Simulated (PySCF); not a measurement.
# [Re3]−: other functionals and bases at one geometry

The task here is to estimate one member of a computed series from the others.

Program: PySCF 2.14.0. Level of theory: several levels, as the steps say, no spin–orbit coupling. These are calculated values, not measurements.

4 further runs of the same task are left out: 2 for a known fault of the program, 1 that didn't finish, 1 set aside as unsound or not needed.

### The system as given

3 atoms, charge -1, spin multiplicity 3.

Bond lengths: Re1–Re2 2.220 Å, Re2–Re3 2.220 Å. Angles: Re1–Re2–Re3 68.7°.

Geometry (Å):

```xyz
3
Re3
Re    1.39066    0.09386    0.00000
Re   -0.60864    1.05944    0.00000
Re   -0.78201   -1.15330    0.00000
```

An earlier session relaxed this geometry at r2SCAN, Re def2-SVP with ECP60 (triplet, point group C2v).

At r2SCAN on the finer grid: E = -234.849586 Eh, HOMO 0.28 eV, LUMO 1.15 eV (over both spins), ⟨S²⟩ = 2.858, Mulliken charge on Re1 -0.33 e, largest force component 0.025 eV/Å. The state is spin-contaminated. The highest filled level lies above zero; it isn't the detachment energy.

Levels to run: TPSSh; revPBE; B3LYP; BP86; r2SCAN, TZVP; r2SCAN, x2c-SVP. Hardware: 2 threads of Arm Neoverse V2, shared host.

The first run:

run.py (the lines that set the calculation)

```python
mol = gto.M(atom='''
Re     1.39066     0.09386     0.00000
Re    -0.60864     1.05944     0.00000
Re    -0.78201    -1.15330     0.00000''',
    basis={'Re': 'def2-SVP'},
    ecp={'Re': 'def2-SVP'},
    charge=-1, spin=2)
mf = dft.UKS(mol, xc='TPSSH')
mf.grids.atom_grid = (75, 302)
mf = mf.density_fit()  # fitting sets: Re def2-universal-JKFIT
mf.conv_tol = 1e-08; mf.max_cycle = 55
mf.kernel(dm0)  # dm0: the density of the relaxed state
```

On the command line:

```console
> OMP_NUM_THREADS=2 python run.py
```

Steps of the session up to this table: TPSSh; revPBE; B3LYP; BP86; r2SCAN, TZVP; r2SCAN, x2c-SVP.

One of the session's tables, all rows but one given; the rest of the session is left out.

```
                level  HOMO (eV)  gap (eV)  charge on Re1 (e)  dipole (D)  largest force component (eV/Å)
r2SCAN (relaxed here)       0.28      0.86              -0.33        0.08                            0.03
                TPSSh       0.26      1.12              -0.34        0.14                            0.10
               revPBE          ?         ?                  ?           ?                               ?
                B3LYP       0.03      1.52              -0.34        0.14                            0.37
                 BP86       0.40      0.42              -0.36        0.14                            0.36
         r2SCAN, TZVP       0.27      0.86              -0.38        0.01                            0.31
      r2SCAN, x2c-SVP       0.19      0.87              -0.47        0.02                            1.28
```

Estimate the missing values for revPBE.

**Answer.** HOMO (eV): 0.58; gap (eV): 0.48; charge on Re1 (e): -0.35; dipole (D): 0.16; largest force component (eV/Å): 0.40. In the column «HOMO (eV)» it is the highest.

The dipole of a charged species depends on the origin, so these sizes hold for this origin alone.

In one basis the HOMO–LUMO gap runs from 0.42 eV (BP86) to 1.52 eV (B3LYP). The largest leftover force, 1.28 eV/Å with r2SCAN, x2c-SVP, stands at a geometry relaxed at another level. Total energies of different levels can't be compared.

To keep in mind: The state is spin-contaminated.
